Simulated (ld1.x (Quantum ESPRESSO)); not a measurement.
**F: generating and testing an RRKJ potential**

Aim: build the potential from the settings below, then test how well it stands in for the atom: other configurations, scattering, ghost states and the plane-wave cutoff that it needs.

Program: ld1.x (Quantum ESPRESSO) 7.5. Reference atom: PBE, scalar-relativistic, spherical and spin-unpolarised. All values are calculated.

### 1 The atom and the settings

Typed settings, in words:

```json
{
 "element": "fluorine (F, Z = 9)",
 "type": "norm-conserving RRKJ (Kleinman–Bylander form)",
 "frozen core": "[He]",
 "valence charge": "7",
 "reference configuration": "2s2 2p5",
 "partial waves": "2s (bound): rc 0.60 bohr; 2p (bound): rc 1.60 bohr; 3d channel at 0.5 Ry: rc 1.40 bohr",
 "local potential": "all-electron potential smoothed inside 0.95 bohr (lloc = -2)",
 "core correction": "not asked for"
}
```

An earlier all-electron run gives the scale for the radii.

All-electron outer shells of the reference configuration (PBE, scalar-relativistic, ld1.x):

```
shell  level (eV)  outermost node (bohr)  outermost maximum (bohr)
   1s     -663.37                      –                      0.11
   2s      -29.90                   0.24                      0.76
   2p      -11.11                      –                      0.71
```

### 2 The generation run

F.in reads:

```
 &input
   title='F', zed=9., rel=1, dft='PBE', iswitch=3,
   config='[He] 2s2 2p5 3d-2',
   nld=3, rlderiv=1.75, eminld=-4.0, emaxld=5.0, deld=0.02
 /
 &inputp
   pseudotype=2, tm=.false., rho0=0.01, lloc=-2, rcloc=0.95,
   nlcc=.false.,
   file_pseudopw='F.UPF', file_wfcaegen='ae.wfc', file_wfcncgen='nc.wfc', file_beta='beta', file_chi='chi'
 /
3
2S  1  0   2.00   0.00  0.60  0.60  0.0
2P  2  1   5.00   0.00  1.60  1.60  0.0
3D  3  2  -2.00   0.50  1.40  1.40  0.0
 &test
   configts(1)='2s2 2p5'
 /
```

The run is started by

```sh
$ ld1.x < F.in > F.out
```

The output, F.out (without the banner and most projector matrices):

```text
     Program LD1 v.7.5
     --------------------------- All-electron run ----------------------------

     F
     scalar relativistic calculation

     atomic number is  9.00
     dft =PBE   lsd =0 sic =0 latt =0  beta=0.20 tr2=1.0E-14
     Exchange-correlation= PBE
                           (   1   4   3   4   0   0   0)
     mesh =1105 r(mesh) =  99.76081 a.u. xmin = -7.00 dx = 0.01250
     1 Ry =  13.60569312 eV, c = 137.03599908

     n l     nl                  e(Ry)          e(Ha)          e(eV)
     1 0     1S 1( 2.00)       -48.7570       -24.3785      -663.3734
     2 0     2S 1( 2.00)        -2.1976        -1.0988       -29.8996
     2 1     2P 1( 5.00)        -0.8167        -0.4083       -11.1117

     final scf error:  6.3E-15 reached in  26 iterations

     Etot =    -199.489330 Ry,     -99.744665 Ha,   -2714.190600 eV

     Ekin =     199.322998 Ry,      99.661499 Ha,    2711.927538 eV
     Encl =    -477.724055 Ry,    -238.862027 Ha,   -6499.766885 eV
     Eh   =      99.339620 Ry,      49.669810 Ha,    1351.584389 eV
     Exc  =     -20.427893 Ry,     -10.213946 Ha,    -277.935642 eV

     normalization and overlap integrals

     s(1S/1S) =  1.000000  <r> =   0.1763  <r2> =    0.0420  r(max) =   0.1139
     s(2S/2S) =  1.000000  <r> =   1.0034  <r2> =    1.2282  r(max) =   0.7617
     s(2P/2P) =  1.000000  <r> =   1.1050  <r2> =    1.6384  r(max) =   0.7066

     ------------------------ End of All-electron run ------------------------

     --------------------- Generating NC pseudopotential ---------------------

      Generating local potential from pseudized AE potential:
      Matching radius rcloc =   0.9500
      Enforcing V''(0)=0 (lloc=-2)

      Local pseudo, rcloc= 0.954 Estimated cut-off energy=    33.95 Ry

      Wfc   2S  rcut= 0.593  Estimated cut-off energy=      118.71 Ry
      Using 4 Bessel functions for this wfc, rho(0) = 0.010
      This function has    0 nodes for 0 < r <    0.593

      Wfc   2P  rcut= 1.612  Estimated cut-off energy=       68.75 Ry
      This function has    0 nodes for 0 < r <    1.612

      Wfc   3D  rcut= 1.388  Estimated cut-off energy=      114.82 Ry
      This function has    0 nodes for 0 < r <    1.388

     ------------------- End of pseudopotential generation -------------------

     [... the all-electron block is printed once more ...]


     Computing logarithmic derivative in   1.74900
     Message from routine run_pseudo:
     Warning: convergence not achieved
     Computing logarithmic derivative in   1.74900
     Computing the partial wave expansion
     R is outside the sphere for l=    0 j= 0.00
     R is outside the sphere for l=    1 j= 0.00
     R is outside the sphere for l=    2 j= 0.00

     ---------------------- Testing the pseudopotential ----------------------

     F
     scalar relativistic calculation

     atomic number is  9.00   valence charge is  7.00
     dft =PBE   lsd =0 sic =0 latt =0  beta=0.20 tr2=1.0E-14
     mesh =1105 r(mesh) =  99.76081 xmin = -7.00 dx = 0.01250

     n l     nl             e AE (Ry)        e PS (Ry)    De AE-PS (Ry)
     1 0     2S   1( 2.00)       -2.19758       -2.19761        0.00003
     2 1     2P   1( 5.00)       -0.81670       -0.81670        0.00000

     eps = 2.0E-14  iter =201

     Etot =    -199.489330 Ry,     -99.744665 Ha,   -2714.190600 eV
     Etotps =   -46.869958 Ry,     -23.434979 Ha,    -637.698269 eV

     Ekin =      30.151183 Ry,      15.075592 Ha,     410.227743 eV
     Encl =    -100.391909 Ry,     -50.195955 Ha,   -1365.901507 eV
     Ehrt =      40.984816 Ry,      20.492408 Ha,     557.626834 eV
     Ecxc =      -8.802669 Ry,      -4.401334 Ha,    -119.766413 eV
     Epseu=      -8.811380 Ry,      -4.405690 Ha,    -119.884928 eV

     ---------------------- End of pseudopotential test ----------------------
```

Run time: 3 s. Hardware: 1 thread of Neoverse-V2, shared host. (Generation and the later configuration tests together.)

Partial waves on a coarse radial grid (AE all-electron, PS pseudo):

| r (bohr) | 2s AE | 2s PS | 2p AE | 2p PS |
| --- | --- | --- | --- | --- |
| 0.080 | -0.4485 | 0.0333 | 0.0965 | 0.0280 |
| 0.160 | -0.3196 | 0.1284 | 0.2790 | 0.1083 |
| 0.240 | -0.0141 | 0.2861 | 0.4636 | 0.2310 |
| 0.320 | 0.3031 | 0.4636 | 0.6192 | 0.3810 |
| 0.400 | 0.5703 | 0.6311 | 0.7381 | 0.5407 |
| 0.480 | 0.7708 | 0.7823 | 0.8217 | 0.6925 |
| 0.560 | 0.9062 | 0.9065 | 0.8738 | 0.8216 |
| 0.640 | 0.9859 | 0.9859 | 0.9000 | 0.9174 |
| 0.720 | 1.0212 | 1.0212 | 0.9058 | 0.9748 |
| 0.800 | 1.0231 | 1.0231 | 0.8964 | 0.9944 |
| 0.880 | 1.0008 | 1.0008 | 0.8760 | 0.9812 |
| 0.960 | 0.9620 | 0.9620 | 0.8478 | 0.9435 |
| 1.040 | 0.9126 | 0.9126 | 0.8146 | 0.8906 |
| 1.120 | 0.8567 | 0.8567 | 0.7782 | 0.8312 |
| 1.200 | 0.7978 | 0.7978 | 0.7400 | 0.7720 |
| 1.280 | 0.7381 | 0.7381 | 0.7013 | 0.7175 |
| 1.360 | 0.6793 | 0.6793 | 0.6626 | 0.6691 |
| 1.440 | 0.6224 | 0.6224 | 0.6246 | 0.6264 |
| 1.520 | 0.5683 | 0.5683 | 0.5877 | 0.5880 |
| 1.600 | 0.5173 | 0.5173 | 0.5522 | 0.5522 |
| 1.680 | 0.4697 | 0.4697 | 0.5181 | 0.5181 |
| 1.760 | 0.4255 | 0.4255 | 0.4856 | 0.4856 |
| 1.840 | 0.3848 | 0.3848 | 0.4548 | 0.4548 |
| 1.920 | 0.3474 | 0.3474 | 0.4256 | 0.4256 |
| 2.000 | 0.3133 | 0.3133 | 0.3980 | 0.3980 |
| 2.080 | 0.2821 | 0.2821 | 0.3721 | 0.3721 |

### 3 Configuration tests

F.test.in reads:

```
 &input
   title='F', zed=9., rel=1, dft='PBE', iswitch=2,
   config='[He] 2s2 2p5 3d-2'
 /
 &test
   file_pseudo='F.UPF', nconf=8,
   configts(1)='2s2 2p5',
   configts(2)='2s2 2p4',
   configts(3)='2s2 2p3',
   configts(4)='2s2 2p2',
   configts(5)='2s1 2p5',
   configts(6)='2s2 2p4.5',
   configts(7)='2s2 2p5.3',
   configts(8)='2s1 2p6'
 /
```

The run is started by

```sh
$ ld1.x < F.test.in > F.test.out
```

F.test.out, the pseudopotential blocks, each with the warnings that came before it:

```text
     ---------------------- Testing the pseudopotential ----------------------

     F
     scalar relativistic calculation

     atomic number is  9.00   valence charge is  7.00
     dft =PBE   lsd =0 sic =0 latt =0  beta=0.20 tr2=1.0E-14
     mesh =1105 r(mesh) =  99.76081 xmin = -7.00 dx = 0.01250

     n l     nl             e AE (Ry)        e PS (Ry)    De AE-PS (Ry)
     1 0     2S   1( 2.00)       -2.19758       -2.19761        0.00003
     2 1     2P   1( 5.00)       -0.81670       -0.81670        0.00000

     eps = 7.6E-15  iter =122

     Etot =    -199.489330 Ry,     -99.744665 Ha,   -2714.190600 eV
     Etotps =   -46.869958 Ry,     -23.434979 Ha,    -637.698269 eV

     Ekin =      30.151183 Ry,      15.075592 Ha,     410.227743 eV
     Encl =    -100.391909 Ry,     -50.195955 Ha,   -1365.901507 eV
     Ehrt =      40.984816 Ry,      20.492408 Ha,     557.626834 eV
     Ecxc =      -8.802669 Ry,      -4.401334 Ha,    -119.766413 eV
     Epseu=      -8.811380 Ry,      -4.405690 Ha,    -119.884928 eV

     ---------------------- End of pseudopotential test ----------------------

     ---------------------- Testing the pseudopotential ----------------------

     F
     scalar relativistic calculation

     atomic number is  9.00   valence charge is  7.00
     dft =PBE   lsd =0 sic =0 latt =0  beta=0.20 tr2=1.0E-14
     mesh =1105 r(mesh) =  99.76081 xmin = -7.00 dx = 0.01250

     n l     nl             e AE (Ry)        e PS (Ry)    De AE-PS (Ry)
     1 0     2S   1( 2.00)       -3.48292       -3.48791        0.00499
     2 1     2P   1( 4.00)       -2.08065       -2.06971       -0.01094  !

     eps = 8.6E-15  iter = 38

     Etot =    -198.064175 Ry,     -99.032088 Ha,   -2694.800384 eV
     Etotps =   -45.448336 Ry,     -22.724168 Ha,    -618.356111 eV
     dEtot_ae =       1.425155 Ry
     dEtot_ps =       1.421622 Ry,   Delta E=       0.003532 Ry

     Ekin =      28.067741 Ry,      14.033870 Ha,     381.881067 eV
     Encl =     -90.230272 Ry,     -45.115136 Ha,   -1227.645392 eV
     Ehrt =      32.470767 Ry,      16.235384 Ha,     441.787295 eV
     Ecxc =      -7.758215 Ry,      -3.879107 Ha,    -105.555886 eV
     Epseu=      -7.998357 Ry,      -3.999179 Ha,    -108.823194 eV

     ---------------------- End of pseudopotential test ----------------------

     ---------------------- Testing the pseudopotential ----------------------

     F
     scalar relativistic calculation

     atomic number is  9.00   valence charge is  7.00
     dft =PBE   lsd =0 sic =0 latt =0  beta=0.20 tr2=1.0E-14
     mesh =1105 r(mesh) =  99.76081 xmin = -7.00 dx = 0.01250

     n l     nl             e AE (Ry)        e PS (Ry)    De AE-PS (Ry)
     1 0     2S   1( 2.00)       -4.99731       -4.99236       -0.00495
     2 1     2P   1( 3.00)       -3.60167       -3.54585       -0.05582  !

     eps = 9.3E-15  iter = 54

     Etot =    -195.242940 Ry,     -97.621470 Ha,   -2656.415526 eV
     Etotps =   -42.656536 Ry,     -21.328268 Ha,    -580.371740 eV
     dEtot_ae =       4.246390 Ry
     dEtot_ps =       4.213422 Ry,   Delta E=       0.032967 Ry

     Ekin =      24.627181 Ry,      12.313590 Ha,     335.069861 eV
     Encl =     -78.087402 Ry,     -39.043701 Ha,   -1062.433223 eV
     Ehrt =      23.933186 Ry,      11.966593 Ha,     325.627585 eV
     Ecxc =      -6.500886 Ry,      -3.250443 Ha,     -88.449064 eV
     Epseu=      -6.628615 Ry,      -3.314307 Ha,     -90.186899 eV

     ---------------------- End of pseudopotential test ----------------------

     ---------------------- Testing the pseudopotential ----------------------

     F
     scalar relativistic calculation

     atomic number is  9.00   valence charge is  7.00
     dft =PBE   lsd =0 sic =0 latt =0  beta=0.20 tr2=1.0E-14
     mesh =1105 r(mesh) =  99.76081 xmin = -7.00 dx = 0.01250

     n l     nl             e AE (Ry)        e PS (Ry)    De AE-PS (Ry)
     1 0     2S   1( 2.00)       -6.70364       -6.65790       -0.04574  !
     2 1     2P   1( 2.00)       -5.34782       -5.19000       -0.15782  !

     eps = 7.8E-15  iter = 30

     Etot =    -190.786158 Ry,     -95.393079 Ha,   -2595.777923 eV
     Etotps =   -38.300725 Ry,     -19.150363 Ha,    -521.107915 eV
     dEtot_ae =       8.703171 Ry
     dEtot_ps =       8.569233 Ry,   Delta E=       0.133938 Ry

     Ekin =      19.897179 Ry,       9.948590 Ha,     270.714913 eV
     Encl =     -64.449836 Ry,     -32.224918 Ha,    -876.884690 eV
     Ehrt =      16.090780 Ry,       8.045390 Ha,     218.926218 eV
     Ecxc =      -5.117192 Ry,      -2.558596 Ha,     -69.622940 eV
     Epseu=      -4.721657 Ry,      -2.360828 Ha,     -64.241416 eV

     ---------------------- End of pseudopotential test ----------------------

     Warning: convergence not achieved
     ---------------------- Testing the pseudopotential ----------------------

     F
     scalar relativistic calculation

     atomic number is  9.00   valence charge is  7.00
     dft =PBE   lsd =0 sic =0 latt =0  beta=0.20 tr2=1.0E-14
     mesh =1105 r(mesh) =  99.76081 xmin = -7.00 dx = 0.01250

     n l     nl             e AE (Ry)        e PS (Ry)    De AE-PS (Ry)
     1 0     2S   1( 1.00)       -3.49542       -3.52170        0.02628  !
     2 1     2P   1( 5.00)       -2.08974       -2.10169        0.01195  !

     eps = 3.7E-13  iter =201

     Etot =    -196.660171 Ry,     -98.330085 Ha,   -2675.697932 eV
     Etotps =   -44.029216 Ry,     -22.014608 Ha,    -599.047997 eV
     dEtot_ae =       2.829159 Ry
     dEtot_ps =       2.840743 Ry,   Delta E=      -0.011584 Ry

     Ekin =      31.595527 Ry,      15.797763 Ha,     429.879041 eV
     Encl =     -89.838807 Ry,     -44.919403 Ha,   -1222.319237 eV
     Ehrt =      32.262294 Ry,      16.131147 Ha,     438.950875 eV
     Ecxc =      -7.718324 Ry,      -3.859162 Ha,    -105.013145 eV
     Epseu=     -10.329906 Ry,      -5.164953 Ha,    -140.545531 eV

     ---------------------- End of pseudopotential test ----------------------

     Warning: convergence not achieved
     ---------------------- Testing the pseudopotential ----------------------

     F
     scalar relativistic calculation

     atomic number is  9.00   valence charge is  7.00
     dft =PBE   lsd =0 sic =0 latt =0  beta=0.20 tr2=1.0E-14
     mesh =1105 r(mesh) =  99.76081 xmin = -7.00 dx = 0.01250

     n l     nl             e AE (Ry)        e PS (Ry)    De AE-PS (Ry)
     1 0     2S   1( 2.00)       -2.80814       -2.81152        0.00338
     2 1     2P   1( 4.50)       -1.41356       -1.41086       -0.00270

     eps = 5.0E-14  iter =201

     Etot =    -198.934914 Ry,     -99.467457 Ha,   -2706.647396 eV
     Etotps =   -46.316006 Ry,     -23.158003 Ha,    -630.161364 eV
     dEtot_ae =       0.554415 Ry
     dEtot_ps =       0.553952 Ry,   Delta E=       0.000463 Ry

     Ekin =      29.281401 Ry,      14.640701 Ha,     398.393757 eV
     Encl =     -95.598775 Ry,     -47.799387 Ha,   -1300.687593 eV
     Ehrt =      36.789163 Ry,      18.394582 Ha,     500.542065 eV
     Ecxc =      -8.313421 Ry,      -4.156710 Ha,    -113.109852 eV
     Epseu=      -8.474375 Ry,      -4.237187 Ha,    -115.299742 eV

     ---------------------- End of pseudopotential test ----------------------

     ---------------------- Testing the pseudopotential ----------------------

     F
     scalar relativistic calculation

     atomic number is  9.00   valence charge is  7.00
     dft =PBE   lsd =0 sic =0 latt =0  beta=0.20 tr2=1.0E-14
     mesh =1105 r(mesh) =  99.76081 xmin = -7.00 dx = 0.01250

     n l     nl             e AE (Ry)        e PS (Ry)    De AE-PS (Ry)
     1 0     2S   1( 2.00)       -1.86725       -1.86521       -0.00204
     2 1     2P   1( 5.30)       -0.49676       -0.49687        0.00010

     eps = 9.7E-15  iter =164

     Etot =    -199.685554 Ry,     -99.842777 Ha,   -2716.860368 eV
     Etotps =   -47.066235 Ry,     -23.533117 Ha,    -640.368744 eV
     dEtot_ae =      -0.196224 Ry
     dEtot_ps =      -0.196276 Ry,   Delta E=       0.000052 Ry

     Ekin =      30.508200 Ry,      15.254100 Ha,     415.085213 eV
     Encl =    -102.942215 Ry,     -51.471107 Ha,   -1400.600186 eV
     Ehrt =      43.373457 Ry,      21.686729 Ha,     590.125951 eV
     Ecxc =      -9.057451 Ry,      -4.528726 Ha,    -123.232899 eV
     Epseu=      -8.948226 Ry,      -4.474113 Ha,    -121.746823 eV

     ---------------------- End of pseudopotential test ----------------------

     Warning: convergence not achieved
     ---------------------- Testing the pseudopotential ----------------------

     F
     scalar relativistic calculation

     atomic number is  9.00   valence charge is  7.00
     dft =PBE   lsd =0 sic =0 latt =0  beta=0.20 tr2=1.0E-14
     mesh =1105 r(mesh) =  99.76081 xmin = -7.00 dx = 0.01250

     n l     nl             e AE (Ry)        e PS (Ry)    De AE-PS (Ry)
     1 0     2S   1( 1.00)       -2.23280       -2.24134        0.00854  !
     2 1     2P   1( 6.00)       -0.84819       -0.85651        0.00832  !

     eps = 3.6E-13  iter =201

     Etot =    -198.106554 Ry,     -99.053277 Ha,   -2695.376983 eV
     Etotps =   -45.487048 Ry,     -22.743524 Ha,    -618.882811 eV
     dEtot_ae =       1.382775 Ry
     dEtot_ps =       1.382911 Ry,   Delta E=      -0.000135 Ry

     Ekin =      33.424983 Ry,      16.712492 Ha,     454.770068 eV
     Encl =     -99.894205 Ry,     -49.947103 Ha,   -1359.129904 eV
     Ehrt =      40.682031 Ry,      20.341015 Ha,     553.507228 eV
     Ecxc =      -8.747609 Ry,      -4.373805 Ha,    -119.017290 eV
     Epseu=     -10.952247 Ry,      -5.476124 Ha,    -149.012913 eV

     ---------------------- End of pseudopotential test ----------------------
```

The tests as a table, with energies relative to 2s2 2p5. A star marks tests that logged a warning. The frozen-core shift comes from a second all-electron run, not shown, with the core orbitals held at their reference shape; it is that run's ΔE less the relaxed one.

```csv
valence configuration,charge,ΔE all-electron (eV),error AE − PS (meV),frozen-core shift (meV)
2s2 2p4,+1,19.390,+48,+0.1
2s2 2p3,+2,57.775,+449,+0.8
2s2 2p2,+3,118.413,+1822,+4.3
2s1 2p5 *,+1,38.493,-158,+0.6
2s2 2p4.5 *,+0.5,7.543,+6.3,0.0
2s2 2p5.3,-0.3,-2.670,+0.7,0.0
2s1 2p6 *,0,18.814,-1.8,+0.4
```

### 4 Logarithmic derivatives

Taken from the files of the generation run. The phase is arctan(r·u′/u) with u = r·R, unwrapped, with energies in Ry. A pole is an energy at which the radial function vanishes at the test radius. The pseudo phase is shifted by a multiple of π to meet the all-electron one at the reference energy. Levels narrower than the energy grid can be missing from the poles. The last column is the largest difference on the grid between −1 and +1 Ry.

| channel | radius (bohr) | reference (Ry) | poles AE | poles PS | window around the reference with phases within 0.05 rad (Ry) | largest difference near zero (rad) |
| --- | --- | --- | --- | --- | --- | --- |
| s | 1.75 | -2.20 | -1.56 | -1.56 | the whole range | 0.001 |
| p | 1.75 | -0.82 | -0.10 | -0.09 | below 2.3 | 0.012 |
| d | 1.75 | 0.50 | none | none | the whole range | 0.000 |

Phases (rad) along the scan:

| E (Ry) | p AE | p PS | s AE | s PS |
| --- | --- | --- | --- | --- |
| -4.00 | 1.264 | 1.266 | 1.168 | 1.168 |
| -3.52 | 1.237 | 1.238 | 1.072 | 1.072 |
| -3.04 | 1.199 | 1.201 | 0.836 | 0.836 |
| -2.56 | 1.142 | 1.145 | -0.152 | -0.152 |
| -2.08 | 1.042 | 1.046 | -1.283 | -1.283 |
| -1.60 | 0.806 | 0.812 | -1.557 | -1.557 |
| -1.12 | -0.077 | -0.072 | -1.669 | -1.669 |
| -0.64 | -1.232 | -1.231 | -1.738 | -1.737 |
| -0.16 | -1.550 | -1.546 | -1.792 | -1.791 |
| 0.32 | -1.683 | -1.675 | -1.842 | -1.841 |
| 0.80 | -1.768 | -1.756 | -1.896 | -1.894 |
| 1.28 | -1.840 | -1.822 | -1.958 | -1.956 |
| 1.76 | -1.914 | -1.886 | -2.038 | -2.035 |
| 2.24 | -2.003 | -1.958 | -2.149 | -2.143 |
| 2.72 | -2.125 | -2.048 | -2.315 | -2.304 |
| 3.20 | -2.312 | -2.172 | -2.579 | -2.558 |
| 3.68 | -2.622 | -2.357 | -2.990 | -2.956 |
| 4.16 | -3.114 | -2.648 | -3.487 | -3.447 |
| 4.64 | -3.649 | -3.080 | -3.884 | -3.853 |

### 5 Cutoff and ghost test in a Bessel basis

This step uses the generator's waves and projectors in a separate script. Basis: spherical Bessel functions vanishing at 20 bohr, q² up to the cutoff; potential fixed at the reference.

All-electron valence levels (Ry): 2s -2.1976, 2p -0.8167. The lowest levels of each channel (Ry) by cutoff; the last column sums, over occupied levels, occupation times the distance from the level at 400 Ry. A positive value at high cutoff is not a bound level.

| cutoff (Ry) | s #1 | p #1 | d #1 | f #1 | Σ f·Δε (mRy) |
| --- | --- | --- | --- | --- | --- |
| 8 | -1.3988 | -0.0217 | 0.0806 | 0.1213 | 5571.6 |
| 18 | -1.4798 | -0.3478 | 0.0806 | 0.1213 | 3778.9 |
| 35 | -1.7747 | -0.7799 | 0.0806 | 0.1213 | 1028.9 |
| 55 | -2.0071 | -0.8164 | 0.0806 | 0.1213 | 381.2 |
| 90 | -2.1338 | -0.8167 | 0.0806 | 0.1213 | 126.6 |
| 140 | -2.1698 | -0.8167 | 0.0806 | 0.1213 | 54.4 |
| 230 | -2.1851 | -0.8167 | 0.0806 | 0.1213 | 23.9 |
| 300 | -2.1926 | -0.8167 | 0.0806 | 0.1213 | 8.9 |
| 400 | -2.1970 | -0.8167 | 0.0806 | 0.1213 | 0.0 |

The sum stays within 10 mRy from 300 Ry and within 1 mRy only somewhere over 300 Ry. The sum leaves out empty levels, which can need more. Ghost test: no level below the all-electron spectrum of its channel (s, p, d, f tested).

### 6 Outcome

| quantity | value |
| --- | --- |
| cutoffs for 10 and 1 mRy, occupied levels | 300 Ry and over 300 Ry |
| bound ghosts | none found |
| largest test error (AE − PS) | +1822 meV, for 2s2 2p2 |
| largest phase difference near zero energy, channels read | 0.012 rad |

In words: The worst unpolarised test, 2s2 2p2, is off by 1822 meV on 118.4 eV; by total energies transferability rates as poor. That test lies far up in energy; among those under 40 eV, nearer to bonding, the largest error is 158 meV. Freezing the core alone would shift it much less, so the error comes from the pseudisation. It counts as very hard, with 300 Ry needed at the looser tolerance. The tighter tolerance needs over 300 Ry, and converged work needs a cutoff nearer that. The slowest occupied level is 2s: taken alone it needs over 300 Ry to come within 1 mRy, against 50 Ry for 2p. The Bessel-basis test finds no level below the valence levels. Near zero energy the phases of the channels with partial waves agree within 0.012 rad. These are tests on the free atom; a crystal test is still owed.
